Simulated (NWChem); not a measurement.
# CH6OSn (Sn(OMe)H3): levels of theory compared

We compute a comparison of 3 runs (HF/STO-3G, HF/3-21G, B2PLYP/def2-SVPD) of CH6OSn (Sn(OMe)H3). 

The calculation is run with NWChem 7.3.0.

1 further run of the same task is left out (set aside as unsound or not needed).

### 1 The system as given

CH6OSn has 9 atoms, charge 0, and is taken as a singlet. SMILES: `[H][Sn]([H])([H])[O]C`. Geometry: a GFN2-xTB relaxation, a rough one for these elements and not checked as a minimum.

Bond lengths: Sn1–O2 1.962 Å, O2–C3 1.399 Å, C3–H4 1.093 Å, C3–H5 1.090 Å, C3–H6 1.093 Å, Sn1–H7 1.675 Å, Sn1–H8 1.647 Å, Sn1–H9 1.675 Å. Some angles: Sn1–O2–C3 127.1°, O2–Sn1–H7 109.9°, O2–Sn1–H8 97.7°, O2–Sn1–H9 109.7°, O2–C3–H4 112.3°, O2–C3–H5 106.6°, O2–C3–H6 112.1°, H7–Sn1–H8 114.7°, H7–Sn1–H9 109.4°, H8–Sn1–H9 114.7°.

### 2 Energy and forces at HF/STO-3G (run 1)

ch6osn.nw reads:

```
start ch6osn
title "Sn(OMe)H3"
memory stack 880 mb heap 220 mb global 1100 mb
geometry units angstroms noautosym nocenter noautoz
   Sn    -0.368890     0.586220    -1.346660
   O     -0.283060     0.457290     0.609050
   C      0.341520    -0.542080     1.363310
   H     -0.076510    -1.532100     1.165880
   H      0.170730    -0.294040     2.410880
   H      1.419060    -0.578360     1.184350
   H      1.178950     0.645770    -1.983380
   H     -1.206480     2.001750    -1.437580
   H     -1.175310    -0.744450    -1.965840
end
basis spherical bse
   Sn library STO-3G
   O library STO-3G
   C library STO-3G
   H library STO-3G
end
scf
   thresh 1e-08
   maxiter 80
end
task scf gradient
```

Run with:

```sh
$ nwchem ch6osn.nw > ch6osn.out
```

The program printed:

```text
[...]
  functions       =    43
[...]
  wavefunction    = RHF
[...]
         Total SCF energy =  -6078.039123582316
      One-electron energy =  -8949.449335658734
      Two-electron energy =   2597.896376616205
 Nuclear repulsion energy =    273.513835460212
        Time for solution =      4.0s
[...]
                         RHF ENERGY GRADIENTS
    atom               coordinates                        gradient
                 x          y          z           x          y          z
   1 Sn     -0.697101   1.107795  -2.544818   -0.007552   0.012409  -0.012710
   2 O      -0.534906   0.864153   1.150938    0.013768  -0.021577   0.017798
   3 C       0.645379  -1.024383   2.576282    0.000126  -0.000989   0.012814
   4 H      -0.144583  -2.895249   2.203194   -0.002181   0.007585  -0.003697
   5 H       0.322633  -0.555655   4.555903   -0.003324   0.005450  -0.007233
   6 H       2.681635  -1.092942   2.238097   -0.005715   0.005473  -0.003795
   7 H       2.227892   1.220328  -3.748045    0.014759  -0.001261  -0.004953
   8 H      -2.279917   3.782759  -2.716632   -0.003771   0.006419   0.006513
   9 H      -2.221014  -1.406807  -3.714899   -0.006109  -0.013510  -0.004738
[...]
```

It took 6.3 s on 1 thread of AMD EPYC 9R45 (Zen 5), shared host; peak memory 0.1 GiB.

### 3 Energy and forces at HF/3-21G (run 2)

run.py reads:

```python
from ase import Atoms
from ase.calculators.nwchem import NWChem

molecule = Atoms('SnOCHHHHHH', positions=[
    [-0.368890, 0.586220, -1.346660],
    [-0.283060, 0.457290, 0.609050],
    [0.341520, -0.542080, 1.363310],
    [-0.076510, -1.532100, 1.165880],
    [0.170730, -0.294040, 2.410880],
    [1.419060, -0.578360, 1.184350],
    [1.178950, 0.645770, -1.983380],
    [-1.206480, 2.001750, -1.437580],
    [-1.175310, -0.744450, -1.965840],
])

calc = NWChem(
    label='ch6osn',
    theory='scf',
    memory='2200 mb',
    basis='3-21G',
    basispar='spherical bse',
    scf={'nopen': '0', 'rhf': None, 'thresh': '1e-08', 'maxiter': '80', 'print': 'low'},
)
molecule.calc = calc

forces = molecule.get_forces()
print(f"energy = {molecule.get_potential_energy():.6f} eV")
print("forces (eV/A):")
for s, f in zip(molecule.symbols, forces):
    print(f"{s:2s} {f[0]:10.5f} {f[1]:10.5f} {f[2]:10.5f}")
```

Run with:

```sh
$ export ASE_NWCHEM_COMMAND="nwchem PREFIX.nwi > PREFIX.nwo"
$ python run.py
```

The program printed:

```text
energy = -166311.363907 eV
forces (eV/A):
Sn    0.10660   -0.18815    1.66428
O    -0.31393    0.48954   -1.32129
C     0.23860   -0.34407    0.84610
H     0.15303    0.04031    0.13149
H     0.22898   -0.36160   -0.14372
H    -0.11411   -0.13617    0.13236
H     0.97044    0.08665   -0.41714
H    -0.72557    1.22487   -0.47823
H    -0.54410   -0.81129   -0.41384
```

The calculator wrote ch6osn.nwi:

```
title "ch6osn"

permanent_dir ch6osn

scratch_dir ch6osn

start ch6osn

geometry units angstrom nocenter noautosym noautoz
  Sn -3.6889000000000000e-01 5.8621999999999996e-01 -1.3466600000000000e+00
  O  -2.8305999999999998e-01 4.5728999999999997e-01 6.0904999999999998e-01
  C  3.4151999999999999e-01 -5.4208000000000001e-01 1.3633100000000000e+00
  H  -7.6509999999999995e-02 -1.5321000000000000e+00 1.1658800000000000e+00
  H  1.7072999999999999e-01 -2.9404000000000002e-01 2.4108800000000001e+00
  H  1.4190600000000000e+00 -5.7835999999999999e-01 1.1843500000000000e+00
  H  1.1789499999999999e+00 6.4576999999999996e-01 -1.9833799999999999e+00
  H  -1.2064800000000000e+00 2.0017499999999999e+00 -1.4375800000000001e+00
  H  -1.1753100000000001e+00 -7.4444999999999995e-01 -1.9658400000000000e+00
end

memory 2200 mb

basis spherical bse noprint
   * library 3-21G
end

scf
  nopen 0
  rhf
  thresh 1e-08
  maxiter 80
  print low
end

task scf gradient
```

ch6osn.nwo:

```text
Northwest Computational Chemistry Package (NWChem) 7.3.0
             --------------------------------------------------------

           Job information
           ---------------

    nwchem branch   = 7.3.0
    use scalapack   = T
    input           = ch6osn.nwi
    prefix          = ch6osn.
    data base       = ch6osn/ch6osn.db
    status          = startup
    nproc           =        1

           Memory information
           ------------------

[... 5 lines left out ...]
    hardfail = no
[... 112 lines left out ...]
       Final RHF  results
[... 3 lines left out ...]
      One-electron energy =  -8976.029562248244
[... 1 line left out ...]
 Nuclear repulsion energy =    273.513835460212
[... 3 lines left out ...]
                              NWChem Gradients Module
                              -----------------------

                         RHF ENERGY GRADIENTS

    atom               coordinates                        gradient
                 x          y          z           x          y          z
   1 Sn     -0.697101   1.107795  -2.544818   -0.002073   0.003659  -0.032365
   2 O      -0.534906   0.864153   1.150938    0.006105  -0.009520   0.025695
   3 C       0.645379  -1.024383   2.576282   -0.004640   0.006691  -0.016454
[... 5 lines of this table left out ...]
   9 H      -2.221014  -1.406807  -3.714899    0.010581   0.015777   0.008048

 Task  times  cpu:        5.5s     wall:        5.5s
 Total times  cpu:        5.6s     wall:        5.6s
```

It took 6.6 s on 1 thread of AMD EPYC 9R45 (Zen 5), shared host; peak memory 0.1 GiB.

### 4 The energy at B2PLYP/def2-SVPD (core potential) (run 3)

sp.nw reads:

```
start sp
title "CH6OSn B2PLYP"
memory total 2200 mb

geometry units angstrom noautosym nocenter noautoz
Sn      -0.368890       0.586220      -1.346660
O       -0.283060       0.457290       0.609050
C        0.341520      -0.542080       1.363310
H       -0.076510      -1.532100       1.165880
H        0.170730      -0.294040       2.410880
H        1.419060      -0.578360       1.184350
H        1.178950       0.645770      -1.983380
H       -1.206480       2.001750      -1.437580
H       -1.175310      -0.744450      -1.965840
end

basis spherical bse
* library def2-SVPD
end

ecp bse
Sn library def2-SVPD
end

dft
xc hfexch 0.53 becke88 0.47 lyp 0.73 mp2 0.27
dftmp2 semidirect
grid fine
convergence energy 1e-08
iterations 100
mulliken
print low
end

mp2
freeze core 6
end

task dft
```

Run with:

```sh
$ nwchem sp.nw > sp.out
```

The program printed:

```text
[...]
 d= 0,ls=0.0,diis     1   -330.5045095479 -4.75D+02  1.39D-02  4.84D-01     3.2
[...]
 d= 0,ls=0.0,diis     8   -330.5677358412 -7.68D-09  1.30D-06  2.07D-08    21.8
         Total DFT energy =     -330.567735841188
      One electron energy =     -821.545442229922
           Coulomb energy =      380.578271000836
    Exchange-Corr. energy =      -33.798882903570
 Nuclear repulsion energy =      144.198318291468
[...]
      Total Density - Mulliken Population Analysis
     ---------------------------------------------
    Atom       Charge   Shell Charges
 -----------   ------   -------------------------------------------------------
    1 Sn  22    21.22   0.42  1.60  1.00  0.03 -0.01  2.77  3.24  1.45  0.56  9.74  0.42  0.01
    2 O    8     9.12   1.99  1.06  0.79  0.16  2.85  1.99  0.21  0.01  0.06
    3 C    6     5.13   1.99  0.91 -0.35  0.06  2.04  0.42  0.06  0.00
    4 H    1     1.14   0.78  0.30  0.02  0.04
    5 H    1     1.16   0.78  0.32  0.02  0.04
    6 H    1     1.13   0.78  0.30  0.02  0.04
    7 H    1     1.04   0.71  0.32  0.01  0.00
    8 H    1     1.02   0.71  0.29  0.01 -0.00
    9 H    1     1.04   0.71  0.32  0.01  0.00
[...]
  Basis functions       =    123
[...]
```

Wall time 27 s (1 thread of AMD EPYC 9R45 (Zen 5), shared host); peak memory 0.54 GiB.

### 5 All runs side by side

```
run                              level      task  iteration cap   energy (Eh)  largest force (eV/Å)  wall time
  1                          HF/STO-3G  gradient             80  -6078.039124                 1.603      6.3 s
  2                           HF/3-21G  gradient             80  -6111.829943                 1.678      6.6 s
  3  B2PLYP/def2-SVPD (core potential)    energy            100   -330.727823                     –       27 s
```

### 6 Outcome

| quantity | value |
| --- | --- |
| run 3: total energy | -330.72782 Eh |

**Reading.** Some runs of one species differ in core potentials or relativity; totals across that change don't compare. In run 1 the basis is minimal, so the values are rough. In runs 1, 2 relativity is left out where basis or elements ask for it. All runs together took 40 s, the longest 27 s.
